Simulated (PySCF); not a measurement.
**CrF2: EPR parameters at several levels of theory**

How much do the EPR parameters of CrF2 (`[F][Cr][F]`) depend on the level of theory, and what does each level cost?

Programs: PySCF 2.14.0, with density-fitted response routines of our own. Each step states its level of theory. These are calculated values for one molecule in the gas phase, unless marked as measured. Atoms are numbered from 0 throughout.

## (1) The starting structure

3 atoms, charge 0, multiplicity 5; geometry from: GFN2-xTB. The atoms were then displaced at random by about 0.03 Å, so the start is not that level's minimum.

Bonds of the start (Å): Cr0–F1 1.69, Cr0–F2 1.75.

## (2) Geometry optimisation at PBE0-D3(BJ)/def2-SVP

What the job is given:

```
{"job": {"xc": "PBE0", "basis": "def2-SVP", "d3": "d3bj", "grid": 1, "maxiter": 40, "shake": 0.03, "kind": "geom"}, "charge": 0, "multiplicity": 5}
Cr     0.060280    -0.077220     0.012520
F     -0.032510    -0.033050     1.703630
F     -0.044170     0.013050    -1.736030
```

Started as:

```
OMP_NUM_THREADS=1 python probes_run.py task.json out
```

The driver reads the jobs from task.json and runs them one after another.

What it wrote:

```text
step   0  E = -1243.51819232  max force = 0.039160
step   1  E = -1243.52056081  max force = 0.006526
step   2  E = -1243.52076027  max force = 0.003306
step   3  E = -1243.52169774  max force = 0.013919
step   4  E = -1243.51973280  max force = 0.047417
step   5  E = -1243.52440880  max force = 0.020288
step   6  E = -1243.52567236  max force = 0.003065
step   7  E = -1243.52593956  max force = 0.001941
step   8  E = -1243.52594597  max force = 0.000128
optimisation converged
```

Wall time 22 s (1 thread of Intel Xeon 6975P-C, shared host); peak memory 0.26 GiB.

Relaxation path: (the energy doesn't fall at every step)

```
step  energy from step 0 (eV)  largest force component (eV/Å)
   0                   0.0000                          2.0137
   1                  -0.0644                          0.3356
   2                  -0.0699                          0.1700
   3                  -0.0954                          0.7157
   4                  -0.0419                          2.4383
   5                  -0.1692                          1.0433
   6                  -0.2035                          0.1576
   7                  -0.2108                          0.0998
   8                  -0.2110                          0.0066
```

Close pairs (by a distance rule), those that changed most:

```
  bond  before (Å)  after (Å)  change (Å)
Cr0–F1       1.694      1.749      +0.054
Cr0–F2       1.754      1.749      -0.005
```

The next job starts from the end point, and lists it.

```
                         at the end point                 value
  point group (found at 0.08 Å tolerance)                   C2v
rotational constants (GHz, main isotopes)  46.229, 5.196, 4.671
                        dipole moment (D)                  3.04
                                     ⟨S²⟩                 6.022
```

## (3) g tensor and hyperfine couplings: PBE0/def2-TZVP-core+IGLO-III

What the job is given:

```
{"job": {"kind": "epr"}, "charge": 0, "multiplicity": 5}
Cr     0.386614    -0.292150    -0.021575
F     -0.152773     0.079135     1.599891
F     -0.250241     0.115794    -1.598195
```

With the program's defaults for keys left out, this is: UKS PBE0, IGLO-III on F, def2-TZVP-core on Cr, non-relativistic, mean-field spin-orbit, GIAO.

What it wrote:

```text
starts in def2-SVP, energy above the lowest (Eh): 0.00000 0.00000 0.00000 0.00000 0.00000
UKS, coarse grid
  cycle   1  E = -1225.00706639  |g| = 1.10e+01
  cycle   2  E = -1169.47395747  |g| = 7.29e+00
  cycle   3  E = -1175.13230443  |g| = 1.40e+01
  cycle   4  E = -1183.26109601  |g| = 1.33e+01
  cycle   5  E = -1183.24098103  |g| = 1.33e+01
  cycle   6  E = -1183.34570935  |g| = 1.33e+01
  cycle   7  E = -1183.48642225  |g| = 1.33e+01
  cycle   8  E = -1183.69637040  |g| = 1.33e+01
  cycle   9  E = -1183.77223625  |g| = 1.33e+01
  cycle  10  E = -1173.25966593  |g| = 1.44e+01
  cycle  11  E = -1143.34371604  |g| = 1.11e+01
  cycle  12  E = -1206.17093339  |g| = 9.12e+00
  cycle  13  E = -1236.74042942  |g| = 4.16e+00
  cycle  14  E = -1214.91506298  |g| = 6.28e+00
  cycle  15  E = -1242.18694805  |g| = 2.32e+00
  cycle  16  E = -1243.48125033  |g| = 1.09e+00
  cycle  17  E = -1243.80386937  |g| = 7.28e-01
  cycle  18  E = -1243.91283580  |g| = 2.82e-01
  cycle  19  E = -1243.94075181  |g| = 4.66e-02
  cycle  20  E = -1243.94324475  |g| = 1.81e-02
  cycle  21  E = -1243.94400859  |g| = 1.21e-02
  cycle  22  E = -1243.94461459  |g| = 1.01e-02
  cycle  23  E = -1243.94501815  |g| = 4.92e-03
  cycle  24  E = -1243.94525675  |g| = 2.19e-03
  cycle  25  E = -1243.94530112  |g| = 1.37e-03
  cycle  26  E = -1243.94531303  |g| = 9.68e-04
  cycle  27  E = -1243.94532479  |g| = 7.51e-04
  cycle  28  E = -1243.94533379  |g| = 5.48e-04
UKS, final grid
  cycle   1  E = -1243.94531878  |g| = 6.32e-04
  cycle   2  E = -1243.94531942  |g| = 1.05e-03
  cycle   3  E = -1243.94531994  |g| = 3.11e-04
  cycle   4  E = -1243.94532042  |g| = 2.86e-04
  cycle   5  E = -1243.94532174  |g| = 1.84e-04
  cycle   6  E = -1243.94532215  |g| = 1.23e-04
  cycle   7  E = -1243.94532225  |g| = 4.25e-05
  cycle   8  E = -1243.94532226  |g| = 2.32e-05
  cycle   9  E = -1243.94532227  |g| = 1.08e-05
E = -1243.94532227 Eh   <S^2> = 6.0177 (exact 6.0000)
g shifts (ppm)      1          2          3
  rmc          -541       -541       -541
  gc             30         60         59
  oz_so      -24662     -13933      -7774
  total      -25173     -14415      -8256
hyperfine (MHz)  atom isotope    a_iso     a_fc   dipolar eigenvalues
    0  53Cr     -54.42     -56.48    -11.79      4.11      7.68
    1   19F       4.28       2.94    -48.95     -0.72     49.67
    2   19F       4.28       2.94    -48.94     -0.72     49.67
zero-field splitting (cm-1)  D = -1.4225  E = -0.1255  (spin-spin -0.3415, spin-orbit -1.0810)
```

It took 38 s on 1 thread of Intel Xeon 6975P-C, shared host; peak memory 0.6 GiB.

Principal g values 1.97715, 1.98790, 1.99406; g(iso) = 1.98637, against 2.00232 for a free electron.

Hyperfine couplings; where a row names several nuclei, a(iso) is their mean (it holds for fast rotation or exchange) and the dipolar term the largest among them:

```
nuclei  isotope  a(iso) (MHz)  a(iso) (G, at g = 2.0023)  largest dipolar term (MHz)
   Cr0     53Cr         -54.4                      -19.4                       -11.8
F1, F2      19F           4.3                        1.5                        49.7
```

Zero-field splitting: D = -1.423 cm⁻¹ (spin-spin -0.342, spin-orbit -1.081), E = -0.125 cm⁻¹.

Mulliken spin populations:

```
atom  value (e)
 Cr0       4.00
  F1       0.00
  F2       0.00
```

Orbitals, density, ELF and potential are computed afterwards from the orbital file.

ELF in a plane through or near 3 of the atoms.

Ten even steps from '0' (0.00) to '9' (0.85):
```
0000000000000000000000000000
0000000000012332100000000000
0000000000135665310000000000
0000000000135665310000000000
0000000000012552100000000000
0000000110001451000110000000
0000012331002772001332100000
0000024564115776114654200000
0000036888328538238886300000
0000158999726556279998510000
0000269962951662593599720000
0000169978971121698899620000
0000158999862111589998510000
0000035787641001367875300000
0000012444310000134442100000
0000001111100000011111000000
0000000000000000000000000000
0000000000000000000000000000
0000000000000000000000000000
0000000000000000000000000000
```
The map spans 8.4 Å across and 6.1 Å up, centred on the molecule. Atoms in the plane (x, y in Å): Cr0 (0.0, 0.5), F1 (1.6, -0.2), F2 (-1.6, -0.2).

On the surface of density 0.002 e/bohr³ the electrostatic potential runs, from the 1st to the 99th percentile, from -1.35 V near F2 to 3.36 V near Cr0.

The spin density lies nearest to Cr0 94 %.

## (4) EPR parameters: PBE/def2-TZVP-core+IGLO-III

What the job is given:

```
{"job": {"kind": "epr", "xc": "PBE"}, "charge": 0, "multiplicity": 5}
Cr     0.386614    -0.292150    -0.021575
F     -0.152773     0.079135     1.599891
F     -0.250241     0.115794    -1.598195
```

Level: UKS PBE, IGLO-III on F, def2-TZVP-core on Cr, non-relativistic, mean-field spin-orbit, GIAO.

What it wrote:

```text
starts in def2-SVP, energy above the lowest (Eh): 0.00000 0.00000 0.00000 0.00000
UKS, coarse grid
  cycle   1  E = -1221.54867024  |g| = 1.18e+01
  cycle   2  E = -1166.02809853  |g| = 7.99e+00
  cycle   3  E = -1171.83639952  |g| = 1.39e+01
  cycle   4  E = -1183.53250980  |g| = 1.31e+01
  cycle   5  E = -1184.36699191  |g| = 1.30e+01
  cycle   6  E = -1184.50057673  |g| = 1.30e+01
  cycle   7  E = -1184.50636065  |g| = 1.30e+01
  cycle   8  E = -1187.23437327  |g| = 1.28e+01
  cycle   9  E = -1188.46456599  |g| = 1.27e+01
  cycle  10  E = -1187.90162429  |g| = 1.30e+01
  cycle  11  E = -1138.32493371  |g| = 1.18e+01
  cycle  12  E = -1218.36044605  |g| = 6.47e+00
  cycle  13  E = -1207.10402032  |g| = 8.21e+00
  cycle  14  E = -1235.70250423  |g| = 4.30e+00
  cycle  15  E = -1228.19629987  |g| = 4.33e+00
  cycle  16  E = -1242.76203997  |g| = 1.87e+00
  cycle  17  E = -1243.35997309  |g| = 1.28e+00
  cycle  18  E = -1243.53744017  |g| = 1.06e+00
  cycle  19  E = -1243.79604083  |g| = 6.70e-01
  cycle  20  E = -1243.93482444  |g| = 1.46e-01
  cycle  21  E = -1243.92993218  |g| = 1.72e-01
  cycle  22  E = -1243.94063428  |g| = 3.00e-02
  cycle  23  E = -1243.94090275  |g| = 7.27e-03
  cycle  24  E = -1243.94092130  |g| = 2.60e-03
  cycle  25  E = -1243.94092407  |g| = 4.44e-04
UKS, final grid
  cycle   1  E = -1243.94090620  |g| = 1.41e-03
  cycle   2  E = -1243.94089857  |g| = 5.18e-03
  cycle   3  E = -1243.94090676  |g| = 4.94e-04
  cycle   4  E = -1243.94090683  |g| = 1.29e-04
  cycle   5  E = -1243.94090683  |g| = 4.73e-05
  cycle   6  E = -1243.94090683  |g| = 1.42e-05
E = -1243.94090683 Eh   <S^2> = 6.0192 (exact 6.0000)
g shifts (ppm)      1          2          3
  rmc          -524       -524       -524
  gc             28         59         55
  oz_so      -15927     -12704      -6522
  total      -16423     -13168      -6990
hyperfine (MHz)  atom isotope    a_iso     a_fc   dipolar eigenvalues
    0  53Cr     -69.75     -71.47    -12.35      2.85      9.50
    1   19F       8.76       7.47    -58.32     -0.87     59.18
    2   19F       8.76       7.47    -58.31     -0.87     59.18
zero-field splitting (cm-1)  D = -1.0568  E = -0.1634  (spin-spin 0.3275, spin-orbit -0.7529)
```

Run time: 18 s. Hardware: 1 thread of Intel Xeon 6975P-C, shared host; peak memory 0.54 GiB.

In short: g(iso) 1.99013.

## (5) EPR parameters: B3LYP/def2-TZVP-core+IGLO-III

What the job is given:

```
{"job": {"kind": "epr", "xc": "B3LYP"}, "charge": 0, "multiplicity": 5}
Cr     0.386614    -0.292150    -0.021575
F     -0.152773     0.079135     1.599891
F     -0.250241     0.115794    -1.598195
```

Level: UKS B3LYP, IGLO-III on F, def2-TZVP-core on Cr, non-relativistic, mean-field spin-orbit, GIAO.

What it wrote:

```text
starts in def2-SVP, energy above the lowest (Eh): 0.00000 0.00000 0.00000 0.00000 0.00000
UKS, coarse grid
  cycle   1  E = -1224.33251297  |g| = 1.12e+01
  cycle   2  E = -1168.42279967  |g| = 7.55e+00
  cycle   3  E = -1176.09832103  |g| = 1.38e+01
  cycle   4  E = -1185.22868207  |g| = 1.30e+01
  cycle   5  E = -1185.32439888  |g| = 1.31e+01
  cycle   6  E = -1185.36335602  |g| = 1.30e+01
  cycle   7  E = -1185.28298675  |g| = 1.30e+01
  cycle   8  E = -1185.82050616  |g| = 1.30e+01
  cycle   9  E = -1187.09407052  |g| = 1.29e+01
  cycle  10  E = -1179.56526986  |g| = 1.38e+01
  cycle  11  E = -1143.10209297  |g| = 1.11e+01
  cycle  12  E = -1209.08115587  |g| = 8.71e+00
  cycle  13  E = -1235.32525388  |g| = 4.38e+00
  cycle  14  E = -1212.37255257  |g| = 6.64e+00
  cycle  15  E = -1241.94432482  |g| = 2.67e+00
  cycle  16  E = -1243.78974422  |g| = 1.20e+00
  cycle  17  E = -1244.15507331  |g| = 9.09e-01
  cycle  18  E = -1244.31600526  |g| = 4.01e-01
  cycle  19  E = -1244.36832048  |g| = 8.56e-02
  cycle  20  E = -1244.37271520  |g| = 2.04e-02
  cycle  21  E = -1244.37343292  |g| = 1.07e-02
  cycle  22  E = -1244.37403072  |g| = 9.28e-03
  cycle  23  E = -1244.37443246  |g| = 5.40e-03
  cycle  24  E = -1244.37468792  |g| = 2.34e-03
  cycle  25  E = -1244.37475123  |g| = 1.54e-03
  cycle  26  E = -1244.37477481  |g| = 1.09e-03
  cycle  27  E = -1244.37478783  |g| = 9.46e-04
  cycle  28  E = -1244.37479562  |g| = 4.54e-04
UKS, final grid
  cycle   1  E = -1244.37478393  |g| = 5.43e-04
  cycle   2  E = -1244.37478408  |g| = 1.10e-03
  cycle   3  E = -1244.37478451  |g| = 2.43e-04
  cycle   4  E = -1244.37478467  |g| = 1.83e-04
  cycle   5  E = -1244.37478518  |g| = 1.10e-04
  cycle   6  E = -1244.37478531  |g| = 1.02e-04
  cycle   7  E = -1244.37478535  |g| = 3.47e-05
  cycle   8  E = -1244.37478536  |g| = 1.90e-05
  cycle   9  E = -1244.37478536  |g| = 8.13e-06
E = -1244.37478536 Eh   <S^2> = 6.0143 (exact 6.0000)
g shifts (ppm)      1          2          3
  rmc          -545       -545       -545
  gc             32         61         61
  oz_so      -22276     -13528      -7731
  total      -22789     -14012      -8215
hyperfine (MHz)  atom isotope    a_iso     a_fc   dipolar eigenvalues
    0  53Cr     -65.27     -67.26    -12.43      3.81      8.62
    1   19F      10.35       9.02    -48.88     -2.25     51.12
    2   19F      10.34       9.01    -48.88     -2.25     51.12
zero-field splitting (cm-1)  D = -1.3828  E = -0.1600  (spin-spin -0.3353, spin-orbit -1.0475)
```

It took 36 s on 1 thread of Intel Xeon 6975P-C, shared host; peak memory 0.63 GiB.

This run: g(iso) 1.98731.

## (6) g tensor and hyperfine couplings: BHandHLYP/def2-TZVP-core+IGLO-III

What the job is given:

```
{"job": {"kind": "epr", "xc": "BHandHLYP"}, "charge": 0, "multiplicity": 5}
Cr     0.386614    -0.292150    -0.021575
F     -0.152773     0.079135     1.599891
F     -0.250241     0.115794    -1.598195
```

Method: UKS BHandHLYP, IGLO-III on F, def2-TZVP-core on Cr, non-relativistic, mean-field spin-orbit, GIAO.

What it wrote:

```text
starts in def2-SVP, energy above the lowest (Eh): 0.00000 0.00000 0.00000 0.00000
UKS, coarse grid
  cycle   1  E = -1234.83884308  |g| = 9.24e+00
  cycle   2  E = -1195.89234409  |g| = 7.30e+00
  cycle   3  E = -1201.69776156  |g| = 1.12e+01
  cycle   4  E = -1209.35501459  |g| = 1.03e+01
  cycle   5  E = -1211.47820560  |g| = 1.01e+01
  cycle   6  E = -1211.85292400  |g| = 1.00e+01
  cycle   7  E = -1213.13563647  |g| = 9.85e+00
  cycle   8  E = -1214.10267117  |g| = 9.72e+00
  cycle   9  E = -1214.79664758  |g| = 9.64e+00
  cycle  10  E = -1218.42743718  |g| = 9.07e+00
  cycle  11  E = -1169.01493724  |g| = 6.79e+00
  cycle  12  E = -1199.25876791  |g| = 1.13e+01
  cycle  13  E = -1199.46185972  |g| = 1.13e+01
  cycle  14  E = -1199.45048154  |g| = 1.13e+01
  cycle  15  E = -1199.14608955  |g| = 1.13e+01
  cycle  16  E = -1200.50759353  |g| = 1.12e+01
  cycle  17  E = -1200.36757016  |g| = 1.12e+01
  cycle  18  E = -1201.23932190  |g| = 1.11e+01
  cycle  19  E = -1192.30247778  |g| = 1.25e+01
  cycle  20  E = -1148.95403692  |g| = 9.62e+00
  cycle  21  E = -1209.82798144  |g| = 8.57e+00
  cycle  22  E = -1229.32450944  |g| = 6.35e+00
  cycle  23  E = -1236.76879651  |g| = 3.42e+00
  cycle  24  E = -1232.32008085  |g| = 4.48e+00
  cycle  25  E = -1240.20625845  |g| = 3.10e+00
  cycle  26  E = -1243.67410344  |g| = 1.18e+00
  cycle  27  E = -1244.03278852  |g| = 6.57e-01
  cycle  28  E = -1244.13116525  |g| = 4.33e-01
  cycle  29  E = -1244.19430554  |g| = 4.88e-02
  cycle  30  E = -1244.19803185  |g| = 2.90e-02
  cycle  31  E = -1244.20070433  |g| = 2.72e-02
  cycle  32  E = -1244.20217279  |g| = 2.78e-02
  cycle  33  E = -1244.19680890  |g| = 2.60e-02
  cycle  34  E = -1244.18983048  |g| = 2.89e-02
  cycle  35  E = -1244.18971933  |g| = 2.70e-02
  cycle  36  E = -1244.18861243  |g| = 1.05e-02
  cycle  37  E = -1244.18859656  |g| = 9.83e-03
  cycle  38  E = -1244.18886126  |g| = 7.04e-03
  cycle  39  E = -1244.18904036  |g| = 7.40e-03
  cycle  40  E = -1244.18867556  |g| = 9.23e-03
UKS, final grid
  cycle   1  E = -1234.83875588  |g| = 9.25e+00
  cycle   2  E = -1195.88770446  |g| = 7.30e+00
  cycle   3  E = -1201.63201253  |g| = 1.12e+01
  cycle   4  E = -1209.31824523  |g| = 1.03e+01
  cycle   5  E = -1211.45873134  |g| = 1.01e+01
  cycle   6  E = -1211.82924677  |g| = 1.00e+01
  cycle   7  E = -1213.10913356  |g| = 9.86e+00
  cycle   8  E = -1214.06880287  |g| = 9.72e+00
  cycle   9  E = -1214.77021509  |g| = 9.65e+00
  cycle  10  E = -1218.38598695  |g| = 9.08e+00
  cycle  11  E = -1168.99329806  |g| = 6.79e+00
  cycle  12  E = -1199.25956555  |g| = 1.13e+01
  cycle  13  E = -1199.46111694  |g| = 1.13e+01
  cycle  14  E = -1199.46069506  |g| = 1.13e+01
  cycle  15  E = -1199.15903372  |g| = 1.13e+01
  cycle  16  E = -1200.53150231  |g| = 1.11e+01
  cycle  17  E = -1200.35818033  |g| = 1.12e+01
  cycle  18  E = -1201.42294036  |g| = 1.11e+01
  cycle  19  E = -1192.77518965  |g| = 1.24e+01
  cycle  20  E = -1148.87121776  |g| = 9.63e+00
  cycle  21  E = -1210.11821081  |g| = 8.51e+00
  cycle  22  E = -1229.97759653  |g| = 6.29e+00
  cycle  23  E = -1234.71392690  |g| = 3.98e+00
  cycle  24  E = -1241.63863190  |g| = 2.81e+00
  cycle  25  E = -1242.93889286  |g| = 1.83e+00
  cycle  26  E = -1244.02717135  |g| = 6.43e-01
  cycle  27  E = -1244.20717361  |g| = 1.54e-01
  cycle  28  E = -1244.21589814  |g| = 1.04e-01
  cycle  29  E = -1244.22166600  |g| = 4.60e-02
  cycle  30  E = -1244.22541552  |g| = 3.07e-02
  cycle  31  E = -1244.22908662  |g| = 2.18e-02
  cycle  32  E = -1244.23262934  |g| = 1.87e-02
  cycle  33  E = -1244.23707954  |g| = 1.33e-02
  cycle  34  E = -1244.23818359  |g| = 9.69e-03
  cycle  35  E = -1244.23969160  |g| = 6.89e-03
  cycle  36  E = -1244.23989138  |g| = 6.24e-03
  cycle  37  E = -1244.24013185  |g| = 4.09e-03
  cycle  38  E = -1244.24035963  |g| = 6.68e-03
  cycle  39  E = -1244.24051487  |g| = 4.36e-03
  cycle  40  E = -1244.24062100  |g| = 2.25e-03
  cycle  41  E = -1244.24065649  |g| = 8.54e-04
  cycle  42  E = -1244.24066166  |g| = 5.24e-04
  cycle  43  E = -1244.24066422  |g| = 4.55e-04
  cycle  44  E = -1244.24066593  |g| = 4.07e-04
  cycle  45  E = -1244.24066746  |g| = 3.59e-04
  cycle  46  E = -1244.24067063  |g| = 2.55e-04
  cycle  47  E = -1244.24067230  |g| = 1.80e-04
  cycle  48  E = -1244.24067261  |g| = 1.31e-04
  cycle  49  E = -1244.24067280  |g| = 9.99e-05
  cycle  50  E = -1244.24067287  |g| = 8.30e-05
  cycle  51  E = -1244.24067297  |g| = 5.50e-05
  cycle  52  E = -1244.24067302  |g| = 2.38e-05
  cycle  53  E = -1244.24067302  |g| = 1.07e-05
E = -1244.24067302 Eh   <S^2> = 6.0111 (exact 6.0000)
g shifts (ppm)      1          2          3
  rmc          -564       -564       -564
  gc             35         62         66
  oz_so      -35666     -14611      -8853
  total      -36195     -15113      -9351
hyperfine (MHz)  atom isotope    a_iso     a_fc   dipolar eigenvalues
    0  53Cr     -45.40     -47.86    -11.76      5.25      6.51
    1   19F      10.60       9.14    -37.31     -2.69     40.01
    2   19F      10.59       9.13    -37.31     -2.69     40.00
zero-field splitting (cm-1)  D = -1.9042  E = -0.1133  (spin-spin -0.3750, spin-orbit -1.5292)
```

Wall time 54 s (1 thread of Intel Xeon 6975P-C, shared host); peak memory 0.62 GiB.

In short: g(iso) 1.98210.

## (7) Run by run: EPR parameters

g, ⟨S²⟩ and isotropic hyperfine couplings (MHz), with basis size and wall time:

```
                              run   g(iso)   ⟨S²⟩  53Cr Cr0  19F F1 (mean)  functions  time
     PBE0/def2-TZVP-core+IGLO-III  1.98637  6.018     -54.4            4.3        150  38 s
      PBE/def2-TZVP-core+IGLO-III  1.99013  6.019     -69.7            8.8        150  18 s
    B3LYP/def2-TZVP-core+IGLO-III  1.98731  6.014     -65.3           10.3        150  36 s
BHandHLYP/def2-TZVP-core+IGLO-III  1.98210  6.011     -45.4           10.6        150  54 s
```

## (8) Results

| quantity | value |
| --- | --- |
| point group | C2v |
| rotational constants (main isotopes) | 46.23, 5.20, 4.67 GHz |
| D, E (PBE0) | -1.423, -0.125 cm⁻¹ |
| g(iso) (PBE0) | 1.98637 |
| ⟨S²⟩ | 6.018 (exact 6.00) |
| largest a(iso) (averaged by class) | 53Cr on Cr0, -54.4 MHz |
| surface potential, 1st and 99th percentile | -1.35 V and 3.36 V |

In words: Single values in the summary come from the first run of each kind that ended normally (PBE0/def2-TZVP-core+IGLO-III), which need not be the best level. The start was shaken at random, so part of the energy gained undoes that. Over 8 steps the energy fell by 0.211 eV; of the close pairs, Cr0–F1 changed most, 1.694 to 1.749 Å. Cr0 carries the largest spin population, 4.00 e. The isotropic g lies 15.9 ppt below the free-electron value. DFT tends to give too small g shifts for metal centres. The coupling of 53Cr on Cr0 runs from -69.7 (PBE/def2-TZVP-core+IGLO-III) to -45.4 MHz (BHandHLYP/def2-TZVP-core+IGLO-III).
